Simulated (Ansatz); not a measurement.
# Ti5Al6Ni: the cost of one run

Computed with Ansatz 0.2.0 (DFT PBE, scalar-relativistic, plane waves, PAW, unless a step's input says otherwise).

**1. Starting point**

It takes space group P4/mmm (No. 123, tetragonal). The conventional cell has a = 3.079 Å, b = 3.079 Å, c = 18.473 Å, α = 90.00°, β = 90.00°, γ = 90.00°. Ti (site symmetry 4mm) is surrounded by 8 Al at 2.67 Å. Ti (site symmetry 4/mmm) has 8 Al at 2.67 Å as nearest neighbours. Around Al (site symmetry 4mm) lie 8 Ti at 2.67 Å. Al (site symmetry 4mm) has 4 Ni at 2.67 Å and 4 Ti at 2.67 Å as nearest neighbours. Ni (site symmetry 4/mmm) is surrounded by 8 Al at 2.67 Å.

Structure file:

```
Ti Al Ni
1.0
     3.07876    0.00000    0.00000
     0.00000    3.07876    0.00000
     0.00000    0.00000   18.47258
Ti Al Ni
5 6 1
Cartesian
  1.5394 1.5394 15.3938
  1.5394 1.5394 0.0000
  1.5394 1.5394 3.0788
  1.5394 1.5394 6.1575
  1.5394 1.5394 12.3151
  0.0000 0.0000 13.8544
  0.0000 0.0000 16.9332
  0.0000 0.0000 1.5394
  0.0000 0.0000 4.6181
  0.0000 0.0000 7.6969
  0.0000 0.0000 10.7757
  1.5394 1.5394 9.2363
```

The start is an ordering of an alloy on its end members' structure types: elements ordered on the sites of the AlNi type, Ti/Ni on Ni (P4/mmm, No. 123).

**2. Probe: one point on a coarse mesh**

File input.yaml:

```yaml
crystal:
  lattice:
    - [3.07876324, 0.0, 0.0]
    - [0.0, 3.07876324, 0.0]
    - [0.0, 0.0, 18.47257947]
  atoms:
    - { symbol: Ti, position: [0.5, 0.5, 0.83333333] }
    - { symbol: Ti, position: [0.5, 0.5, 0.0] }
    - { symbol: Ti, position: [0.5, 0.5, 0.16666667] }
    - { symbol: Ti, position: [0.5, 0.5, 0.33333333] }
    - { symbol: Ti, position: [0.5, 0.5, 0.66666667] }
    - { symbol: Al, position: [0.0, 0.0, 0.75] }
    - { symbol: Al, position: [0.0, 0.0, 0.91666667] }
    - { symbol: Al, position: [0.0, 0.0, 0.08333333] }
    - { symbol: Al, position: [0.0, 0.0, 0.25] }
    - { symbol: Al, position: [0.0, 0.0, 0.41666667] }
    - { symbol: Al, position: [0.0, 0.0, 0.58333333] }
    - { symbol: Ni, position: [0.5, 0.5, 0.5], spin: 2.0 }
basis:
  ecutwfc: 420
kpoints:
  mp_grid: { grid: [6, 6, 1] }
hamiltonian:
  xc: pbe
scf:
  occupations: { method: gaussian, width: 0.1 }
  lower_state_search: "off"
output:
  forces: true
  stress: true
  eigenvalues: true
  populations: true
magnetization:
  spin_polarized: true
```

Started as:

```bash
$ ansatz run input.yaml --threads 1 --pin off --max-ram 2560MiB --backend cpu --events-out ev --progress --plain --runs-dir out
```

What time and memory should one allow on 1 thread of Intel Xeon 6975P-C (Granite Rapids), shared host?

About 19 s, with a peak of 0.59 GiB.
